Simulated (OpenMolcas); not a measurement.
# Mo⁴⁺ among point charges: CASSCF and CASPT2 levels and susceptibility

How does a field of 6 point charges split the states of Mo⁴⁺, and what χT follows?

Program: OpenMolcas 26.06. Level of theory: state-averaged CASSCF and CASPT2, spin-orbit coupling by RASSI with atomic mean-field integrals. These are calculated values, not measurements, unless marked.

### 1 The atom as given

- Species: Mo⁴⁺ (molybdenum, Z = 42, 38 electrons)
- Basis: ANO-RCC-VTZP [7s6p4d2f1g], 68 functions
- Scalar Hamiltonian: DKH2, point nucleus
- Inactive shells: 1s 2s 2p 3s 3p 3d 4s 4p
- Active space: 2 electrons in 5 orbitals (4d)
- Some configurations of this space: 4d²
- Orbitals: optimised for each spin and parity, averaged over all roots

Outer shells as boxes (Hund's rule):

4d2
```
4d [↑ ][↑ ][  ][  ][  ]
```

The ion sits among 6 point charges of -1 e arranged as a tetragonal octahedron (D4h), 1.98 Å from the ion, with the axial distance 2.336 Å.

The work runs as a chain of OpenMolcas steps in one folder; each step below is one input file. Labels, J, g values, rates, χT and fits are worked out afterwards by a script from the matrices that RASSI stores. The input lists half of the charges; inversion (Group=XYZ) makes the rest.

### 2 One- and two-electron integrals

a.inp reads:

```
&GATEWAY
Coord
1

Mo 0.0 0.0 0.0
Basis=ANO-RCC-VTZP
Group=XYZ
NoMove
AngMom=0.0 0.0 0.0
AMFI
XField
3 Angstrom 0
1.980000 0.000000 0.000000 -1.000000
0.000000 1.980000 0.000000 -1.000000
0.000000 0.000000 2.336400 -1.000000
&SEWARD
```

Run with:

```sh
> OMP_NUM_THREADS=1 MOLCAS_MEM=1689 MOLCAS_PROJECT=a pymolcas a.inp > a.log
```

### 3 Reference wave functions, triplets of even parity, 10 roots

a.inp reads:

```
&RASSCF
FileOrb=start.orb
Symmetry=1
Spin=3
nActEl=2 0 0
Inactive=9 9
Ras2=5 0
CIRoot=10 10 1
SDav=10
CIMx=300
Iter=120 100
PrWF=0.3
OrbListing=Nothing
MaxOrb=0
>>> COPY $Project.JobIph JOB001
```

start.orb holds the contracted functions of the basis, ordered by shell, or the orbitals of the step before.

### 4 Reference wave functions, singlets of even parity, 15 roots

a.inp reads:

```
&RASSCF
FileOrb=start.orb
Symmetry=1
Spin=1
nActEl=2 0 0
Inactive=9 9
Ras2=5 0
CIRoot=15 15 1
SDav=15
CIMx=300
Iter=120 100
PrWF=0.3
OrbListing=Nothing
MaxOrb=0
>>> COPY $Project.JobIph JOB002
```

### 5 RASSI: spin-orbit coupling between the states

a.inp reads:

```
&RASSI
NrOfJobIphs=2 10 15
1 2 3 4 5 6 7 8 9 10
1 2 3 4 5 6 7 8 9 10 11 12 13 14 15
IphNames
JOB001
JOB002
EJob
SpinOrbit
DIPRint=1.0
SOCoupling=1000.0
Subsets=2
Property=9
'ANGMOM' 1 'ANGMOM' 2 'ANGMOM' 3 'MLTPL  1' 1 'MLTPL  1' 2 'MLTPL  1' 3
'AMFI' 1 'AMFI' 2 'AMFI' 3
SOProperty=3
'ANGMOM' 1 'ANGMOM' 2 'ANGMOM' 3
```

### 6 CASPT2: IPEA 0.25, imaginary shift 0.1 (closed shells correlated: 4s 4p)

a.inp reads:

```
>>> COPY JOB001 $Project.JobIph
&CASPT2
Multistate=10 1 2 3 4 5 6 7 8 9 10
NoMult
Frozen=8 6
IPEA=0.25
Imaginary=0.1
MaxIter=60
WThr=0.0 0.3 0.05
PrWF=0.5
NoMix
>>> COPY JOB002 $Project.JobIph
&CASPT2
Multistate=15 1 2 3 4 5 6 7 8 9 10 11 12 13 14 15
NoMult
Frozen=8 6
IPEA=0.25
Imaginary=0.1
MaxIter=60
WThr=0.0 0.3 0.05
PrWF=0.5
NoMix
```

(Steps that only read results are left out.)

Before running it: what results should come out? Wanted: spin-free ground state; first state of the same spin within the active space; lowest level; next level.

The runs gave:

| quantity | value |
| --- | --- |
| method | SS-CASPT2, IPEA 0.25, imaginary shift 0.1 (closed shells correlated: 4s 4p) |
| spin-free ground state | 3A2, 1-fold in its orbital part |
| first state of the same spin within the active space | 3E at 1420 cm⁻¹ |
| lowest level | 1-fold A1 |
| next level | 367.7 cm⁻¹ |
| χT at 300 K | 0.23 cm³ K/mol |
| effective moment at 300 K | 1.34 μB |

Cost by method:

| method | time of its own steps | time with the reference |
| --- | --- | --- |
| A. CASSCF | 4.9 s | 4.9 s |
| B. SS-CASPT2, IPEA 0.25, imaginary shift 0.1, +4s 4p | 3 s | 7.9 s |

Times are of one thread on a shared host.

In words: The spin-free ground state (3A2) comes to 96 % from free-ion F terms and keeps the highest spin of the shell. χT at 300 K is 0.23, against 1.00 cm³ K/mol for the spin alone, so spin-orbit coupling lowers it. The field of point charges can differ much from that of real complexes. This is an electrostatic model: the charges have no orbitals.
